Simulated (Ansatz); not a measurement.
# C2H7AlFN: one species, many methods

How much do the methods differ for C2H7AlFN? The plan is to run it at one geometry with functionals of several rungs and with coupled cluster. The yardstick is the atomisation energy at the CCSD(T) limit.

Program: Ansatz 0.2.0, Gaussian basis. Level of theory: functionals in def2-TZVPP, the program's frozen cores in correlated methods. These are calculated values, not measurements.

The runs, in order: PBE-D4, r2SCAN-D4, PBE0-D4, B3LYP-D4, ωB97X-V, ωB97M-V, B2PLYP; CCSD(T)/def2-TZVPP; MP2/def2-QZVPP; extrapolation to the limit.

### 1 The geometry

The geometry comes from an earlier relaxation with PBE0-D4 in a triple-zeta def2 set; it is a stationary point, not always the lowest conformer.

12 atoms, charge 0, spin multiplicity 1.

Atoms are counted from 1 here; the program's logs count them from 0.

Bond lengths: C1–Al2 1.984 Å, C1–H6 1.098 Å, C1–H7 1.097 Å, C1–H8 1.095 Å, Al2–C3 2.082 Å, Al2–F5 1.681 Å, Al2–H9 1.607 Å, C3–N4 1.288 Å, C3–H10 1.094 Å, N4–H11 1.016 Å, N4–H12 1.014 Å. Angles: Al2–C1–H6 113.6°, Al2–C1–H7 113.8°, Al2–C1–H8 109.8°, H6–C1–H7 108.1°, H6–C1–H8 105.1°, H7–C1–H8 105.8°, C1–Al2–C3 100.7°, C1–Al2–F5 115.1°, C1–Al2–H9 117.3°, C3–Al2–F5 103.5°, C3–Al2–H9 101.0°, F5–Al2–H9 115.5°, Al2–C3–N4 118.8°, Al2–C3–H10 128.8°, N4–C3–H10 112.3°, C3–N4–H11 118.6°, C3–N4–H12 124.7°, H11–N4–H12 116.7°.

### 2 PBE-D4 (GGA)

in.yaml

```yaml
crystal:
  periodic: [false, false, false]
  atoms:
    - {symbol: C, position_ang: [-1.432515, -0.637990, 0.518738]}
    - {symbol: Al, position_ang: [-0.170561, 0.827841, 0.961399]}
    - {symbol: C, position_ang: [1.237606, 0.598993, -0.555404]}
    - {symbol: N, position_ang: [1.200128, -0.464514, -1.280269]}
    - {symbol: F, position_ang: [-0.766392, 2.380423, 0.714720]}
    - {symbol: H, position_ang: [-0.994232, -1.640432, 0.616512]}
    - {symbol: H, position_ang: [-1.873895, -0.554489, -0.482066]}
    - {symbol: H, position_ang: [-2.275610, -0.625007, 1.217590]}
    - {symbol: H, position_ang: [0.750574, 0.638784, 2.264677]}
    - {symbol: H, position_ang: [2.082314, 1.245768, -0.810011]}
    - {symbol: H, position_ang: [0.445350, -1.128140, -1.130885]}
    - {symbol: H, position_ang: [1.874234, -0.696336, -2.001003]}
basis:
  gaussian: {orbitals: def2-TZVPP}
hamiltonian: {xc: pbe, dispersion: d4}
output: {forces: true, orbitals: {seedname: orbitals}}
```

Command:

```bash
> ansatz run in.yaml --threads 4 --pin off --events-out ev --progress --plain --max-ram 10444MiB
```

After this run come: r2SCAN-D4 (meta-GGA); PBE0-D4 (hybrid); B3LYP-D4 (hybrid); ωB97X-V (range-separated); ωB97M-V (range-separated); B2PLYP (double hybrid); CCSD(T) in def2-TZVPP; MP2 in def2-QZVPP.

**Question.** What will the summary of the whole plan be? Wanted: atomisation energy, CCSD(T)/CBS; farthest; mean size of error, hybrid; mean size of error, range-separated; gap, smallest and largest; T1 diagnostic; triples share of the correlation energy.

**Answer**, as computed:

| quantity | value |
| --- | --- |
| atomisation energy, CCSD(T)/CBS | 1037.3 kcal/mol |
| functionals within 5.2 kcal/mol (0.5 %) | r2SCAN-D4, B3LYP-D4, ωB97X-V, ωB97M-V |
| farthest | PBE-D4 (+13.5 kcal/mol) |
| mean size of error, hybrid | 2.9 kcal/mol |
| mean size of error, range-separated | 1.1 kcal/mol |
| gap, smallest and largest | 2.36 eV (PBE-D4), 9.45 eV (ωB97X-V) |
| T1 diagnostic | 0.0137 |
| triples share of the correlation energy | 3.4 % |

In words: PBE-D4 is off by +13.5 kcal/mol. Double hybrids carry the basis error of their MP2 part in triple zeta, and no dispersion term here, so their miss is partly the set-up's. Misses under about 5.2 kcal/mol are within the doubt on the reference itself, which lacks core-valence correlation, relativity and higher excitations. Hartree-Fock recovers 73 % of the binding; the rest is correlation. Orbital gaps span 2.4 to 9.4 eV; exact exchange widens them.
